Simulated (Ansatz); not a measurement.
# Ga3Se: how settings move the results

The task, for Ga3Se: see how the k-point mesh moves the results.

Method: DFT PBEsol, scalar-relativistic, plane waves, PAW, in Ansatz 0.2.0.

**1. The structure to begin with**

Symmetry: Pm-3m, No. 221, cubic system. Conventional cell: a = 4.432 Å, b = 4.432 Å, c = 4.432 Å, α = 90.00°, β = 90.00°, γ = 90.00°. Around Ga (site symmetry 4/mmm) lie 8 Ga at 3.13 Å and 4 Se at 3.13 Å. Around Se (site symmetry m-3m) lie 12 Ga at 3.13 Å.

Coordinates:

```cif
data_structure
_symmetry_space_group_name_H-M 'Pm-3m'
_symmetry_Int_Tables_number 221
_cell_length_a 4.4325
_cell_length_b 4.4325
_cell_length_c 4.4325
_cell_angle_alpha 90.000
_cell_angle_beta 90.000
_cell_angle_gamma 90.000
_cell_volume 87.08
loop_
_atom_site_label
_atom_site_type_symbol
_atom_site_symmetry_multiplicity
_atom_site_Wyckoff_symbol
_atom_site_fract_x
_atom_site_fract_y
_atom_site_fract_z
_atom_site_occupancy
Ga1 Ga 3 c 0.00000 0.50000 0.50000 1
Se1 Se 1 a 0.00000 0.00000 0.00000 1
```

The structure comes from the Materials Project (structure only); it is used as listed.

**2. The base run, which the others are set against**

Contents of input.yaml:

```yaml
crystal:
  lattice:
    - [4.432465, 0.0, 0.0]
    - [0.0, 4.432465, 0.0]
    - [0.0, 0.0, 4.432465]
  atoms:
    - { symbol: Ga, position: [0.0, 0.5, 0.5] }
    - { symbol: Ga, position: [0.5, 0.0, 0.5] }
    - { symbol: Ga, position: [0.5, 0.5, 0.0] }
    - { symbol: Se, position: [0.0, 0.0, 0.0] }
basis:
  ecutwfc: 420
kpoints:
  mp_grid: { grid: [10, 10, 10] }
hamiltonian:
  xc: pbesol
scf:
  occupations: { method: gaussian, width: 0.1 }
output:
  forces: true
  stress: true
  eigenvalues: true
  populations: true
  write_density: true
  write_potential: true
  elf: true
  volumetric_format: npy
```

It was run beforehand and gave: -4163.4593 eV/atom at zero smearing, pressure -3.65 GPa, largest force 0.000 eV/Å, no gap on the mesh, in 7 SCF cycles and 11 s.

**3. K-point mesh: 1×1×1**

Contents of input.yaml:

```yaml
crystal:
  lattice:
    - [4.432465, 0.0, 0.0]
    - [0.0, 4.432465, 0.0]
    - [0.0, 0.0, 4.432465]
  atoms:
    - { symbol: Ga, position: [0.0, 0.5, 0.5] }
    - { symbol: Ga, position: [0.5, 0.0, 0.5] }
    - { symbol: Ga, position: [0.5, 0.5, 0.0] }
    - { symbol: Se, position: [0.0, 0.0, 0.0] }
basis:
  ecutwfc: 420
kpoints:
  mp_grid: { grid: [1, 1, 1] }
hamiltonian:
  xc: pbesol
scf:
  occupations: { method: gaussian, width: 0.1 }
output:
  forces: true
  stress: true
  eigenvalues: true
```

On the command line:

```bash
ansatz run input.yaml --threads 1 --pin off --max-ram 2560MiB --backend cpu --events-out ev --progress --plain --runs-dir out
```

**4. K-point mesh: 2×2×2**

Edit input.yaml of step 3 so:

```diff
@@ -13,3 +13,3 @@
 kpoints:
-  mp_grid: { grid: [1, 1, 1] }
+  mp_grid: { grid: [2, 2, 2] }
 hamiltonian:
```

**5. K-point mesh set to 4×4×4**

Edit input.yaml of step 4 so:

```diff
@@ -13,3 +13,3 @@
 kpoints:
-  mp_grid: { grid: [2, 2, 2] }
+  mp_grid: { grid: [4, 4, 4] }
 hamiltonian:
```

**6. K-point mesh: 6×6×6**

Edit input.yaml of step 5 so:

```diff
@@ -13,3 +13,3 @@
 kpoints:
-  mp_grid: { grid: [4, 4, 4] }
+  mp_grid: { grid: [6, 6, 6] }
 hamiltonian:
```

**7. K-point mesh: 8×8×8**

Edit input.yaml of step 6 so:

```diff
@@ -13,3 +13,3 @@
 kpoints:
-  mp_grid: { grid: [6, 6, 6] }
+  mp_grid: { grid: [8, 8, 8] }
 hamiltonian:
```

**8. K-point mesh: 12×12×12**

Edit input.yaml of step 7 so:

```diff
@@ -13,3 +13,3 @@
 kpoints:
-  mp_grid: { grid: [8, 8, 8] }
+  mp_grid: { grid: [12, 12, 12] }
 hamiltonian:
```

**9. K-point mesh set to 14×14×14**

Edit input.yaml of step 8 so:

```diff
@@ -13,3 +13,3 @@
 kpoints:
-  mp_grid: { grid: [12, 12, 12] }
+  mp_grid: { grid: [14, 14, 14] }
 hamiltonian:
```

**10. K-point mesh: 16×16×16**

Edit input.yaml of step 9 so:

```diff
@@ -13,3 +13,3 @@
 kpoints:
-  mp_grid: { grid: [14, 14, 14] }
+  mp_grid: { grid: [16, 16, 16] }
 hamiltonian:
@@ -22 +22,5 @@
   eigenvalues: true
+  write_density: true
+  write_potential: true
+  elf: true
+  volumetric_format: npy
```

(Steps that only read results are left out.)

**Question.** What does this series show?

**Answer**, as computed:

| quantity | value |
| --- | --- |
| k-point mesh: within 10 and 1 meV/atom of 16×16×16 from | 6×6×6 for 10; 12×12×12 for 1 |

**Reading.** In the sweep of the k-point mesh, 12×12×12 already comes within 1 meV/atom of the reference, and so do all later runs, at about 0.33 of the reference's time. The reference is only the best run made, not a proven limit. The error changes sign along the series, since a k mesh isn't variational, and a metal needs dense meshes to resolve its Fermi surface. The final runs have no spin polarisation, so no magnetic state was tried and one may lie lower.
